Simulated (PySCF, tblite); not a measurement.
# C3H5BF2Se+ (doublet): geometry, infrared bands and EPR parameters

Aim: predict the infrared bands and EPR parameters of C3H5BF2Se+ (doublet) (`C=C[Se+]CB(F)F`).

The runs use tblite 0.8.0 and PySCF 2.14.0, with density-fitted response routines of our own; the level of theory stands in each step. All values are computed, except where a source is named. Atoms are numbered from 0 throughout.

## (1) The starting structure

12 atoms, charge 1, multiplicity 2; geometry from: force field or distance geometry start.

Bonds of the start (Å): C0–C1 1.34, C1–Se2 1.88, Se2–C3 1.95, C3–B4 1.57, B4–F5 1.44, B4–F6 1.45, C0–H7 1.09, C0–H8 1.09, C1–H9 1.11, C3–H10 1.14, C3–H11 1.09.

## (2) Geometry optimisation with GFN2-xTB

Job settings and geometry (Å):

```
{"job": {"kind": "relax", "xc": "GFN2-xTB", "basis": "xTB"}, "charge": 1, "multiplicity": 2}
C      2.663500     0.738900     0.975900
C      1.570100     0.002000     0.749800
Se     0.557300     0.032500    -0.838900
C     -1.312000     0.304000    -0.335600
B     -2.333500    -0.309700    -1.360600
F     -1.988500    -0.761900    -2.685900
F     -3.625700    -0.716500    -0.831600
H      3.060200     1.451200     0.258000
H      3.182700     0.644400     1.932400
H      1.263700    -0.678500     1.568400
H     -1.484500    -0.278400     0.628300
H     -1.551900     1.336000    -0.086200
```

The run is started by

```
> OMP_NUM_THREADS=1 python probes_run.py task.json out
```

One launch serves the whole session: the jobs run in the order shown.

**Question.** This job is followed by: GFN2-xTB harmonic vibrations, gas phase; UKS B3LYP, def2-TZVP-core on Se, pcH-1 on B C F H, non-relativistic, mean-field spin-orbit, GIAO. Predict these results of the whole session: strongest single infrared mode (GFN2-xTB); zero-point energy (GFN2-xTB); g(iso) (B3LYP); ⟨S²⟩; largest a(iso) (averaged by class).

**Answer**, as computed:

```
                                 quantity                  value
strongest single infrared mode (GFN2-xTB)  1398 cm⁻¹, 449 km/mol
             zero-point energy (GFN2-xTB)          47.4 kcal/mol
                           g(iso) (B3LYP)                2.04551
                                     ⟨S²⟩     0.762 (exact 0.75)
       largest a(iso) (averaged by class)    11B on B4, 32.6 MHz
```

Over 140 steps the energy fell by 1.178 eV; of the close pairs, B4–F6 changed most, 1.454 to 1.291 Å. All 30 modes are real, so the xTB geometry is a minimum. The strongest single mode, at 1398 cm⁻¹, moves mainly B4. GFN2-xTB is a fitted tight-binding method: band positions and strengths are rough. Its intensities can rank the bands wrongly. Se2 carries the largest spin population, 0.70 e. The isotropic g lies 43.2 ppt above the free-electron value. The hyperfine terms hold no scalar relativity, which the heavier nuclei need.
